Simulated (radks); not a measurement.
**Mg⁴⁺ in 1s1 2s2 2p4 3s1: an all-electron calculation**

An exercise on one series of results from a longer session: the logs are not shown, and one member is left open.

Method: Dirac Kohn-Sham, PBEsol, spin-unpolarised, spherical densities, point nucleus; open shells fill j = l - 1/2 first. Code: radks (a radial shooting solver on a logarithmic mesh, Libxc functionals) version 1.

### The system

```
element       : magnesium (Z = 12)
charge        : +4
electrons     : 8
configuration : 1s1 2s2 2p4 3s1
```

Set-up of the first run:

The run's settings:

```text
Z 12
configuration 1s1 2s2 2p4 3s1
relativity Dirac
functional pbe_sol,pbe_sol
spin unpolarised
j_filling energy
nucleus point
c 137.035999084
```

One table of the session follows, with a row left open; its other results are not shown here.

It belongs to the step «Shells». From the orbitals of this run (lengths in bohr):

| level | <r> | outermost maximum (interpolated) | 90 % within | nodes |
| --- | --- | --- | --- | --- |
| 1s1/2 | 0.1274 | 0.0837 | 0.227 | 0 |
| 2s1/2 | 0.6073 | 0.499 | 0.946 | 1 |
| 2p1/2 | 0.5440 | 0.408 | 0.899 | 0 |
| 2p3/2 | 0.5455 | 0.409 | 0.901 | 0 |
| 3s1/2 | ? | ? | ? | ? |

Q: Estimate the row for 3s1/2 from the others.

**Answer.** <r>: 1.764; outermost maximum (interpolated): 1.60; 90 % within: 2.58; nodes: 2. In the column «<r>» it is the highest.
